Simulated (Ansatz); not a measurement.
Ge, space group Cmmm: an equation of state with a fit, run with Ansatz's Python interface.

Script `eos_ge.py`:
```python
'''Energy against volume for Ge, with a fit.'''

import warnings

import ansatz
import numpy as np
from pymatgen.analysis.eos import EOS

VECTORS = np.array([
    [1.397149, -2.600516, 0.0],
    [1.397149, 2.600516, 0.0],
    [0.0, 0.0, 2.698231],
])
SITES = [
    ('Ge', [0.5, 0.5, 0.0]),
]


def build(cell):
    crystal = ansatz.Crystal(lattice=ansatz.Lattice.of(cell))
    for symbol, position in SITES:
        crystal = crystal.atom(symbol, position)
    return crystal

warnings.simplefilter('ignore', ansatz.DeckWarning)

# uniform scaling of the cell
volumes, energies, pressures = [], [], []
for scale in np.linspace(0.88, 1.12, 7):
    cell = VECTORS * scale ** (1 / 3)
    calc = (
        build(cell).calculation()
        .functional(ansatz.Functional.LDA)
        .pseudopotentials('paw')
        .basis(510)
        .occupations(ansatz.OccupationsMethod.FERMI_DIRAC, width=150 * ansatz.meV)
        .kpoints(12, 12, 11)
        .stress()
    )
    r = calc.run().report
    volumes.append(abs(np.linalg.det(cell)) / len(SITES))
    energies.append(r['free_energy_ev'] / len(SITES))
    pressures.append(np.trace(r['stress_gpa']) / 3)
    print(f'V = {volumes[-1]:8.4f} A^3/atom  F = {energies[-1]:.5f} eV/atom  P = {pressures[-1]:8.3f} GPa')

for form in ['vinet']:
    fit = EOS(eos_name=form).fit(volumes, energies)
    print(f'{form:18s} V0 {fit.v0:8.4f} A^3/atom  B0 {fit.b0_GPa:7.1f} GPa  B1 {fit.b1:5.2f}')
```

Its results, one of them left out:

| V (Å³/atom) | F less the lowest row shown (meV/atom) |
| --- | --- |
| 17.254 | 8.92 |
| 18.038 | 0.00 |
| 18.823 | ? |
| 19.607 | 30.31 |
| 20.391 | 62.81 |
| 21.176 | 103.57 |
| 21.960 | 150.75 |

What is the missing energy at 18.823 Å³ an atom?

A third-order Birch-Murnaghan fit, E = E0 + (9 V0 B0 / 16) [(t - 1)³ B' + (t - 1)² (6 - 4t)] with t = (V0/V)^(2/3), through the 6 rows shown gives V0 = 18.018 Å³, B0 = 81.3 GPa, B' = 4.64 and E0 = 0.00 meV. At V = 18.823 Å³, t = 0.97130, and the fit interpolates to 8.39 meV. The run gave 8.39 meV, a miss of 0.00 meV.

Shape and fractional positions are held along the curve, so the bulk modulus is an upper value where they are free to relax, by a factor of two or more in layered or hydrogen-bonded cells. For a metal this k-point mesh is coarse: on a finer one energies can move by several to tens of meV an atom and pressures by half a GPa or more, differences at one mesh by less. Pressure is positive in compression. At these settings the cell as given stands under about -6 GPa, so it isn't at this functional's equilibrium volume. This isn't the structure that Ge takes at ambient conditions. Run time: 28 s on 1 thread of Intel(R) Xeon(R) Processor @ 2.30GHz (shared host), peak memory 0.66 GiB.
